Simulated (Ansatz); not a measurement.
Wanted: the native input for an Ansatz 0.2.0 run.

```yaml
Task: relaxation of cell and atoms
Functional: PBE
Potentials_or_basis: Ansatz PAW
Cutoff: "420 eV (not typed: the program's choice for these potentials)"
k_mesh: 8 × 8 × 5
Occupations: fermi-dirac, width 0.05 eV
Spin: no spin polarisation
```

Cd2S:

```
Cd S
1.0
     3.96267    0.00000    0.00000
    -1.98134    3.43177    0.00000
     0.00000    0.00000    5.80919
Cd S
2 1
Cartesian
  0.0000 2.2878 5.4183
  1.9813 1.1439 3.3620
  0.0000 2.2878 2.1245
```

The cell comes from a database or a generator and needn't be the stable form of this composition.

The input as run:

input.yaml

```yaml
crystal:
  lattice:
    - [3.962670049, 0.0, 0.0]
    - [-1.9813350245, 3.4317729293, 0.0]
    - [0.0, 0.0, 5.809192]
  atoms:
    - { symbol: Cd, position: [0.3333333333, 0.6666666667, 0.932717] }
    - { symbol: Cd, position: [0.6666666667, 0.3333333333, 0.578735] }
    - { symbol: S, position: [0.3333333333, 0.6666666667, 0.365705] }
hamiltonian:
  xc: pbe
  pseudopotentials: { kind: paw }
kpoints:
  mp_grid: { grid: [8, 8, 5] }
scf:
  occupations: { method: fermi_dirac, width: 0.05 }
output:
  forces: true
  stress: true
  eigenvalues: true
relax:
  f_tol: 0.01
  max_steps: 40
  cell: { stress_tol: 0.05 }
```

Potentials or basis: Ansatz PAW.

Launch:

```sh
$ ansatz run input.yaml --threads 2 --pin off --max-ram 5632MiB --backend cpu --events-out ev --progress --plain --runs-dir out
```

Results of the run:

| Item | Value |
| --- | --- |
| Relaxed volume | 26.32 Å³/atom |
| Relaxed cell | a = 3.960 Å, b = 3.960 Å, c = 5.814 Å, α = 90.00°, β = 90.00°, γ = 120.00° |
| Space group after relaxing (to 0.05 Å) | P3m1 (No. 156) |
| Energy gained by relaxing | 0.2 meV/atom |
| Ionic steps | 4 |
| Pressure after relaxing | 0.0 GPa |
| Largest force after relaxing | 0.003 eV/Å |
| Band gap on the k mesh | 0.23 eV, indirect (least direct gap 0.57 eV) |

Caveat: odd divisions of the mesh miss points on the zone boundary, where band edges often lie, so the gap on the mesh can be too wide; the plane-wave basis is chosen anew once the cell has moved, so the energies of steps on either side of that aren't comparable.

It took 16 s on 2 threads of Arm Neoverse V1 (shared host), peak memory 0.41 GiB.
